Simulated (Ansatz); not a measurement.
# CH11GeNSi2: the cost of one run

Method: the settings change from run to run; program: Ansatz 0.2.0, Gaussian basis.

## (1) The relaxed structure

The structure was relaxed beforehand with PBE0-D4 in a triple-zeta def2 set.

16 atoms, charge 0, spin multiplicity 1.

Atoms are counted from 1 here; the program's logs count them from 0.

Bond lengths: C1–Si2 1.865 Å, C1–H6 1.093 Å, C1–H7 1.093 Å, C1–H8 1.093 Å, Si2–N3 1.733 Å, Si2–H9 1.491 Å, Si2–H10 1.491 Å, N3–Si4 1.727 Å, N3–Ge5 1.851 Å, Si4–H11 1.489 Å, Si4–H12 1.488 Å, Si4–H13 1.490 Å, Ge5–H14 1.538 Å, Ge5–H15 1.538 Å, Ge5–H16 1.538 Å. Angles: Si2–C1–H6 111.1°, Si2–C1–H7 110.6°, Si2–C1–H8 110.8°, H6–C1–H7 107.8°, H6–C1–H8 108.2°, H7–C1–H8 108.3°, C1–Si2–N3 112.6°, C1–Si2–H9 110.0°, C1–Si2–H10 108.9°, N3–Si2–H9 106.4°, N3–Si2–H10 110.2°, H9–Si2–H10 108.6°, Si2–N3–Si4 120.7°, Si2–N3–Ge5 119.9°, Si4–N3–Ge5 119.4°, N3–Si4–H11 112.5°, N3–Si4–H12 111.4°, N3–Si4–H13 107.9° and more.

## (2) PBE0-DH/cc-pVTZ

Set apart from the defaults: multiplicity 3, density fitting with cc-pVTZ-jkfit.

Contents of in.yaml:

```yaml
crystal:
  periodic: [false, false, false]
  atoms:
    - {symbol: C, position_ang: [-1.759955, 0.700175, -1.425693]}
    - {symbol: Si, position_ang: [-0.471923, -0.601844, -1.075806]}
    - {symbol: N, position_ang: [0.492256, -0.229612, 0.314940]}
    - {symbol: Si, position_ang: [2.169197, 0.148390, 0.150935]}
    - {symbol: Ge, position_ang: [-0.267796, -0.272190, 2.002031]}
    - {symbol: H, position_ang: [-2.457747, 0.797069, -0.589725]}
    - {symbol: H, position_ang: [-2.339106, 0.438305, -2.315404]}
    - {symbol: H, position_ang: [-1.292606, 1.673208, -1.594231]}
    - {symbol: H, position_ang: [0.471395, -0.709558, -2.225777]}
    - {symbol: H, position_ang: [-1.150892, -1.916385, -0.894292]}
    - {symbol: H, position_ang: [2.978619, -1.024614, -0.279284]}
    - {symbol: H, position_ang: [2.386005, 1.236628, -0.841109]}
    - {symbol: H, position_ang: [2.667289, 0.601269, 1.479818]}
    - {symbol: H, position_ang: [0.507314, -1.256621, 2.893676]}
    - {symbol: H, position_ang: [-1.721282, -0.739987, 1.817765]}
    - {symbol: H, position_ang: [-0.233670, 1.133266, 2.626256]}
basis:
  gaussian: {orbitals: cc-pVTZ, fitting: {mean_field: cc-pVTZ-jkfit}}
magnetization: {spin_polarized: true, initial_magnetization: 2}
hamiltonian: {xc: {name: PBE0-DH}}
output: {forces: true}
```

The run is started by

```sh
$ ansatz run in.yaml --threads 4 --pin off --events-out ev --progress --plain --max-ram 11315MiB
```

What time and memory should one allow on 4 threads of Arm Neoverse V2, shared host?

About 42 s, with a peak of 1.4 GiB.
